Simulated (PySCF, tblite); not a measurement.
# C5H12BNO: geometry, infrared bands and NMR shifts

What infrared bands and NMR shifts should C5H12BNO (`[H]/N=C/[C@H]1CCC[O+]1[BH3-]`) show?

The runs use tblite 0.8.0 and PySCF 2.14.0, with density-fitted response routines of our own; the level of theory stands in each step. All values are computed, except where a source is named. Atoms count from 0, in the outputs and in this text.

### Step 1. The starting structure

20 atoms, charge 0, multiplicity 1; geometry from: force field or distance geometry start.

Bonds of the start (Å): B0–O1 1.50, O1–C2 1.41, C2–C3 1.51, C3–C4 1.50, C4–C5 1.53, C5–C6 1.51, C6–N7 1.28, C5–O1 1.42, B0–H8 1.19, B0–H9 1.20, B0–H10 1.20, C2–H11 1.12, C2–H12 1.13, C3–H13 1.11, C3–H14 1.12, C4–H15 1.11, C4–H16 1.12, C5–H17 1.11, C6–H18 1.10, N7–H19 1.03.

### Step 2. Geometry optimisation with GFN2-xTB

What the job is given:

```
{"job": {"kind": "relax", "xc": "GFN2-xTB", "basis": "xTB"}, "charge": 0, "multiplicity": 1}
B     -0.805300     1.818400     0.857200
O     -0.451400     0.373600     0.700000
C     -1.561100    -0.393200     0.297200
C     -1.032900    -1.641800    -0.363600
C      0.345800    -1.255900    -0.823000
C      0.535200     0.167800    -0.299600
C      1.923900     0.341900     0.276200
N      2.959400     0.301900    -0.480100
H      0.140400     2.442200     1.221900
H     -1.215600     2.287200    -0.163800
H     -1.663800     1.939800     1.688200
H     -2.203400    -0.658600     1.173800
H     -2.212300     0.141500    -0.448800
H     -1.673900    -1.979800    -1.200900
H     -0.962700    -2.455800     0.400700
H      1.097700    -1.965800    -0.412600
H      0.402100    -1.263900    -1.938300
H      0.420700     0.867800    -1.158900
H      2.047700     0.519800     1.350700
H      3.904300     0.423400    -0.089700
```

On the command line:

```console
> OMP_NUM_THREADS=1 python probes_run.py task.json out
```

One launch serves the whole session: the jobs run in the order shown.

Log:

```text
step      E/eV     max force
  0    -680.27604    2.334
  1    -680.51015    2.017
  2    -680.60181    0.925
  3    -680.64669    0.341
  4    -680.66945    0.313
  5    -680.68143    0.320
  6    -680.69063    0.189
  7    -680.69473    0.146
  8    -680.69749    0.128
  9    -680.69980    0.127
 10    -680.70181    0.109
 11    -680.70306    0.076
 12    -680.70396    0.070
 13    -680.70495    0.073
 14    -680.70628    0.101
 15    -680.70784    0.099
 16    -680.70940    0.077
 17    -680.71073    0.080
 18    -680.71186    0.073
 19    -680.71291    0.077
 20    -680.71395    0.100
 21    -680.71504    0.092
 22    -680.71608    0.073
 23    -680.71695    0.060
 24    -680.71761    0.049
 25    -680.71817    0.054
 26    -680.71869    0.054
 27    -680.71916    0.058
 28    -680.71961    0.054
 29    -680.72007    0.050
 30    -680.72054    0.048
 31    -680.72100    0.045
 32    -680.72141    0.055
 33    -680.72184    0.052
 34    -680.72235    0.056
 35    -680.72294    0.063
 36    -680.72352    0.064
 37    -680.72407    0.062
 38    -680.72470    0.061
 39    -680.72546    0.062
 40    -680.72624    0.065
 41    -680.72692    0.071
 42    -680.72751    0.069
 43    -680.72815    0.062
 44    -680.72884    0.059
 45    -680.72940    0.050
 46    -680.72977    0.038
 47    -680.73006    0.037
 48    -680.73037    0.039
 49    -680.73069    0.042
 50    -680.73094    0.041
 51    -680.73115    0.038
 52    -680.73140    0.042
 53    -680.73175    0.049
 54    -680.73219    0.051
 55    -680.73259    0.052
 56    -680.73287    0.041
 57    -680.73309    0.043
 58    -680.73331    0.034
 59    -680.73363    0.046
 60    -680.73387    0.047
 61    -680.73416    0.038
 62    -680.73443    0.035
 63    -680.73467    0.037
 64    -680.73487    0.039
 65    -680.73507    0.040
 66    -680.73529    0.033
 67    -680.73551    0.036
 68    -680.73568    0.030
 69    -680.73581    0.036
 70    -680.73592    0.026
 71    -680.73602    0.018
 72    -680.73608    0.017
 73    -680.73616    0.028
 74    -680.73627    0.037
 75    -680.73643    0.038
 76    -680.73661    0.032
 77    -680.73679    0.034
 78    -680.73696    0.032
 79    -680.73714    0.029
 80    -680.73735    0.032
 81    -680.73758    0.028
 82    -680.73776    0.026
 83    -680.73788    0.021
 84    -680.73795    0.044
 85    -680.73800    0.018
 86    -680.73804    0.012
 87    -680.73806    0.008
```

Run time: 0.9 s. Hardware: 1 thread of Arm Neoverse N1, shared host; peak memory 0.18 GiB.

Step by step: (not every step is listed)

| step | energy from step 0 (eV) | largest force (eV/Å) |
| --- | --- | --- |
| 0 | 0.0000 | 2.3340 |
| 1 | -0.2341 | 2.0171 |
| 2 | -0.3258 | 0.9251 |
| 3 | -0.3707 | 0.3406 |
| 4 | -0.3934 | 0.3127 |
| 5 | -0.4054 | 0.3197 |
| 6 | -0.4146 | 0.1889 |
| 7 | -0.4187 | 0.1459 |
| 8 | -0.4215 | 0.1281 |
| 15 | -0.4318 | 0.0990 |
| 22 | -0.4400 | 0.0730 |
| 29 | -0.4440 | 0.0503 |
| 36 | -0.4475 | 0.0635 |
| 43 | -0.4521 | 0.0618 |
| 50 | -0.4549 | 0.0413 |
| 57 | -0.4570 | 0.0435 |
| 64 | -0.4588 | 0.0394 |
| 71 | -0.4600 | 0.0184 |
| 78 | -0.4609 | 0.0323 |
| 82 | -0.4617 | 0.0260 |
| 83 | -0.4618 | 0.0212 |
| 84 | -0.4619 | 0.0444 |
| 85 | -0.4620 | 0.0185 |
| 86 | -0.4620 | 0.0116 |
| 87 | -0.4620 | 0.0078 |

Close pairs (by a distance rule), those that changed most:

```csv
bond,before (Å),after (Å),change (Å)
B0–O1,1.496,1.634,+0.138
C3–C4,1.504,1.536,+0.033
C6–N7,1.283,1.252,-0.031
C3–H14,1.119,1.090,-0.029
C4–H16,1.117,1.088,-0.029
C2–H11,1.119,1.090,-0.029
C2–H12,1.125,1.097,-0.028
C4–H15,1.113,1.090,-0.023
```

The end geometry stands in the next job.

### Step 3. Vibrational analysis with GFN2-xTB

What the job is given:

```
{"job": {"kind": "ir", "xc": "GFN2-xTB", "basis": "xTB"}, "charge": 0, "multiplicity": 1}
B     -0.740092     1.923646     0.921516
O     -0.464101     0.345352     0.600931
C     -1.607317    -0.379156     0.179415
C     -1.036133    -1.716417    -0.283324
C      0.325559    -1.322322    -0.875509
C      0.548237     0.125277    -0.377597
C      1.891747     0.313480     0.260324
N      2.881504     0.619101    -0.442788
H      0.331996     2.346145     1.211334
H     -1.182141     2.397336    -0.080774
H     -1.510615     1.898662     1.823465
H     -2.288032    -0.450841     1.027598
H     -2.107734     0.151779    -0.640101
H     -1.681192    -2.206657    -1.008642
H     -0.904836    -2.382269     0.569587
H      1.119859    -1.981732    -0.526662
H      0.321842    -1.347870    -1.963147
H      0.435129     0.838594    -1.203464
H      1.896219     0.128735     1.341594
H      3.764954     0.709836     0.052908
```

Log:

```text
mode    cm-1     km/mol
  1      28.2      0.44
  2      84.2      9.93
  3     151.2      6.23
  4     174.1      2.11
  5     209.7     26.59
  6     246.0      2.58
  7     286.0     11.49
  8     395.6     11.89
  9     431.2     17.74
 10     453.5      4.31
 11     623.7      3.72
 12     704.3     30.99
 13     758.0     26.52
 14     836.1     10.00
 15     860.1      7.86
 16     895.7     30.95
 17     900.7     46.96
 18     963.1     31.74
 19     990.1      7.21
 20    1002.3     58.05
 21    1010.3     21.31
 22    1049.7     18.24
 23    1079.9     13.26
 24    1093.3     40.61
 25    1119.0     30.08
 26    1140.2    215.28
 27    1156.6     26.77
 28    1177.5      7.49
 29    1203.4      2.58
 30    1222.0     11.24
 31    1239.8     34.72
 32    1242.5     52.64
 33    1252.7      2.65
 34    1264.8      7.18
 35    1286.1      3.76
 36    1292.7      1.74
 37    1309.0      1.72
 38    1355.6     30.15
 39    1470.5      1.65
 40    1479.2      2.10
 41    1496.6      2.09
 42    1745.0    121.90
 43    2431.8    242.34
 44    2486.9    212.63
 45    2503.3    201.22
 46    2865.1     76.63
 47    2910.6     17.84
 48    2913.6     36.21
 49    2999.1      1.12
 50    3009.1     18.56
 51    3013.9     34.70
 52    3027.3     16.09
 53    3036.0     28.09
 54    3349.5      8.12
```

Run time: 1.1 s. Hardware: 1 thread of Arm Neoverse N1, shared host; peak memory 0.18 GiB.

Which atoms move in the most intense modes:

```csv
cm⁻¹,km/mol,atoms
1002,58.0,"C5 23 %, C2 18 %, O1 17 %"
1140,215.3,"H9 28 %, H10 24 %, H8 23 %"
1242,52.6,"H8 48 %, H9 26 %"
1745,121.9,"C6 58 %, N7 39 %"
2432,242.3,H9 91 %
2487,212.6,H8 90 %
2503,201.2,H10 92 %
2865,76.6,H18 92 %
```

### Step 4. Shielding tensors: PBE0/pcSseg-1

The job, as its differences from that of step 3:

```diff
@@ -1,2 +1,2 @@
-{"job": {"kind": "ir", "xc": "GFN2-xTB", "basis": "xTB"}, "charge": 0, "multiplicity": 1}
+{"job": {"kind": "nmr", "xc": "PBE0", "basis": "pcSseg-1"}, "charge": 0, "multiplicity": 1}
 B     -0.740092     1.923646     0.921516
```

Method: GIAO PBE0/pcSseg-1 NMR shielding, non-relativistic, gas phase.

Log:

```text
coarse grid: 16104 points
cycle   1  E = -351.9375868399  dE =  1.036e+00  |g| = 5.106e-01  |ddm| = 3.856e+00
cycle   2  E = -351.9023887173  dE =  3.520e-02  |g| = 6.807e-01  |ddm| = 1.117e+00
cycle   3  E = -351.9988768680  dE = -9.649e-02  |g| = 1.455e-01  |ddm| = 6.406e-01
cycle   4  E = -352.0035132906  dE = -4.636e-03  |g| = 4.080e-02  |ddm| = 1.306e-01
cycle   5  E = -352.0038424604  dE = -3.292e-04  |g| = 1.600e-02  |ddm| = 4.001e-02
cycle   6  E = -352.0038869307  dE = -4.447e-05  |g| = 3.773e-03  |ddm| = 1.223e-02
cycle   7  E = -352.0038894092  dE = -2.478e-06  |g| = 9.127e-04  |ddm| = 3.152e-03
final grid: 153912 points
cycle   8  E = -352.0606389074  dE = -5.064e-05  |g| = 1.378e-02  |ddm| = 3.600e-02
cycle   9  E = -352.0606068389  dE =  3.207e-05  |g| = 1.953e-02  |ddm| = 2.075e-02
cycle  10  E = -352.0606750431  dE = -6.820e-05  |g| = 1.962e-03  |ddm| = 1.236e-02
cycle  11  E = -352.0606759379  dE = -8.948e-07  |g| = 3.478e-04  |ddm| = 2.014e-03
cycle  12  E = -352.0606759573  dE = -1.944e-08  |g| = 1.905e-04  |ddm| = 3.991e-04
cycle  13  E = -352.0606759647  dE = -7.409e-09  |g| = 5.241e-05  |ddm| = 1.686e-04
cycle  14  E = -352.0606759653  dE = -5.638e-10  |g| = 9.731e-06  |ddm| = 4.697e-05
converged SCF energy = -352.0606759653

GIAO shielding tensors (ppm)
atom      isotropic    diamagn.    paramagn.     s11        s22        s33       span
  0 B      104.047     189.578     -85.531     76.348     83.129    152.664     76.316
  1 O      265.460     401.818    -136.358    187.905    297.210    311.263    123.358
  2 C      107.046     246.533    -139.487     58.439     95.381    167.317    108.878
  3 C      159.804     250.112     -90.308    134.660    169.969    174.783     40.123
  4 C      153.119     249.563     -96.443    115.465    165.709    178.183     62.718
  5 C       95.997     247.911    -151.914     58.758     83.163    146.069     87.312
  6 C        8.163     251.338    -243.174   -101.756     14.905    111.341    213.097
  7 N      -89.033     316.893    -405.925   -432.570    -78.927    244.400    676.970
  8 H       28.733      31.098      -2.364     25.586     25.809     34.804      9.218
  9 H       28.943      31.180      -2.237     25.369     26.646     34.814      9.444
 10 H       28.682      30.927      -2.245     25.551     26.055     34.439      8.888
 11 H       27.298      29.661      -2.363     22.730     26.530     32.634      9.904
 12 H       28.003      30.552      -2.549     23.299     27.724     32.985      9.686
 13 H       29.845      28.999       0.846     25.514     26.838     37.182     11.668
 14 H       29.640      30.232      -0.592     25.010     27.305     36.604     11.594
 15 H       29.716      30.766      -1.050     25.358     28.114     35.675     10.317
 16 H       29.173      30.646      -1.472     24.507     27.455     35.558     11.052
 17 H       27.454      32.593      -5.139     23.400     27.612     31.350      7.950
 18 H       23.292      31.390      -8.098     21.908     22.213     25.755      3.847
 19 H       20.485      28.662      -8.177     12.317     24.274     24.864     12.547
```

It took 77 s on 1 thread of Arm Neoverse N1, shared host; peak memory 0.87 GiB.

Shifts follow as δ = σ(reference) − σ, with reference shieldings (ppm) from runs at the same level and on the same kind of geometry: ¹H TMS 31.72, ¹³C TMS 186.9, ¹⁵N NH3 267.7, ¹⁷O H2O 336.1, ¹¹B BF3·OEt2 100.1. The references are single molecules in the gas phase, so shifts against H2O, NH3, PH3, H3PO4 or CFCl3 are not on the usual liquid scales and can be off by tens of ppm. Atoms listed in one row are averaged.

```csv
atoms,environment,σ (ppm),δ (ppm)
C6,"carbon bonded to C, N, H",8.2,178.8
C5,"carbon bonded to 2 C, O, H",96.0,90.9
C2,"carbon bonded to C, O, 2 H",107.0,79.9
C4,"carbon bonded to 2 C, 2 H",153.1,33.8
C3,"carbon bonded to 2 C, 2 H",159.8,27.1
H19,hydrogen on a nitrogen bonded to C,20.49,11.23
H18,"hydrogen on a carbon bonded to C, N",23.29,8.42
H11,"hydrogen on a carbon bonded to C, O",27.30,4.42
H17,"hydrogen on a carbon bonded to 2 C, O",27.45,4.26
H12,"hydrogen on a carbon bonded to C, O",28.00,3.71
"H8, H9, H10",hydrogen on a boron bonded to O,28.79,2.93
H16,hydrogen on a carbon bonded to 2 C,29.17,2.54
H14,hydrogen on a carbon bonded to 2 C,29.64,2.08
H15,hydrogen on a carbon bonded to 2 C,29.72,2.00
H13,hydrogen on a carbon bonded to 2 C,29.84,1.87
B0,"boron bonded to O, 3 H",104.0,-4.0
O1,"oxygen bonded to 2 C, B",265.5,70.6
N7,"nitrogen bonded to C, H",-89.0,356.8
```

Charges from the same density, by scheme (e):

```
atoms  Mulliken    IAO  Hirshfeld  ESP fit
   B0      0.01  -0.31      -0.07    -0.05
   O1     -0.54  -0.18       0.02    -0.10
   C2      0.06  -0.06       0.03    -0.02
   C3     -0.22  -0.27      -0.07    -0.13
   C4     -0.19  -0.27      -0.06    -0.14
   C5      0.07   0.06       0.06     0.21
   C6      0.07   0.05       0.06     0.33
   N7     -0.33  -0.43      -0.22    -0.76
```

Mayer bond orders: B0–O1 0.45, O1–C2 0.82, C2–C3 1.04, C3–C4 1.03, C4–C5 1.01, C5–C6 0.98, C6–N7 2.04, C5–O1 0.76.

Ring of atoms O1, C2, C3, C4, C5: NICS(0) -8.2, NICS(1) -3.6, NICS(1)zz -4.7 ppm (means of both faces).

Orbitals, density, ELF and potential are computed afterwards from the orbital file.

Frontier orbitals at PBE0/pcSseg-1, with the share of their density that lies nearest to each atom:

```csv
orbital,energy (eV),lies on
HOMO,-7.78,"N7 51 %; H18, H19 about 9 % each; H8, H9 about 6 % each"
LUMO,-0.46,C6 35 %; N7 33 %; H18 8 %
```

ELF in a plane through or near 8 of the atoms.

Values, 10 rows by 14 columns:
```
0.00 0.00 0.00 0.00 0.00 0.00 0.00 0.00 0.00 0.00 0.00 0.00 0.00 0.00
0.00 0.00 0.00 0.00 0.00 0.02 0.26 0.04 0.00 0.00 0.00 0.00 0.00 0.00
0.00 0.00 0.00 0.00 0.00 0.58 0.98 0.54 0.94 0.95 0.02 0.00 0.00 0.00
0.00 0.00 0.00 0.00 0.11 0.02 0.35 0.11 1.00 0.94 0.02 0.00 0.00 0.00
0.00 0.00 0.00 0.04 0.78 0.41 0.77 0.74 0.05 0.29 0.26 0.02 0.00 0.00
0.00 0.00 0.00 0.01 0.27 0.86 0.11 0.47 0.91 0.20 0.63 0.88 0.19 0.00
0.00 0.00 0.00 0.47 0.94 0.29 0.77 0.64 0.12 0.76 0.60 0.93 0.27 0.00
0.00 0.00 0.00 0.06 0.58 0.11 0.49 0.99 0.29 0.04 0.07 0.00 0.00 0.00
0.00 0.00 0.00 0.00 0.00 0.00 0.01 0.10 0.00 0.00 0.00 0.00 0.00 0.00
0.00 0.00 0.00 0.00 0.00 0.00 0.00 0.00 0.00 0.00 0.00 0.00 0.00 0.00
```
The map spans 12.7 Å across and 11.0 Å up, centred on the molecule. Atoms in the plane (x, y in Å): B0 (0.1, 2.2), O1 (-0.3, 0.7), C2 (-1.6, 0.4), C3 (-1.6, -1.2), C6 (1.9, -0.4), H8 (1.3, 2.3), H15 (0.2, -2.3), H19 (3.7, -0.8).

On the surface of density 0.002 e/bohr³ the electrostatic potential runs, from the 1st to the 99th percentile, from -1.51 V near N7 to 1.49 V near H19.

### Step 5. Outcome

```
                                                              quantity                                                            value
                             strongest single infrared mode (GFN2-xTB)                                            2432 cm⁻¹, 242 km/mol
                                          zero-point energy (GFN2-xTB)                                                   104.7 kcal/mol
                                ¹³C shifts against TMS (PBE0/pcSseg-1)                                178.8, 90.9, 79.9, 33.8, 27.1 ppm
¹H shifts against TMS (PBE0/pcSseg-1, means over atoms taken as alike)  11.23, 8.42, 4.42, 4.26, 3.71, 2.93, 2.54, 2.08, 2.00, 1.87 ppm
                           ¹¹B shifts against BF3·OEt2 (PBE0/pcSseg-1)                                                         -4.0 ppm
                                ¹⁷O shifts against H2O (PBE0/pcSseg-1)                                                         70.6 ppm
                                ¹⁵N shifts against NH3 (PBE0/pcSseg-1)                                                        356.8 ppm
                                 surface potential, 1st and 99th percentile                                               -1.51 V and 1.49 V
```

The optimisation took 87 steps and gained 0.462 eV; among the close pairs (by a distance rule), B0–O1 changed most, from 1.496 to 1.634 Å. No mode is imaginary among the 54: a minimum at this level. The strongest single mode, at 2432 cm⁻¹, moves mainly H9. GFN2-xTB is a fitted tight-binding method: band positions and strengths are rough. Its intensities can rank the bands wrongly. At PBE0/pcSseg-1: The largest span, 677 ppm, is at N7, where the paramagnetic term is -406 ppm. By nearest atom (PBE0/pcSseg-1), the HOMO sits on N7 51 %; H18, H19 about 9 % each and the LUMO on C6 35 %; N7 33 %.
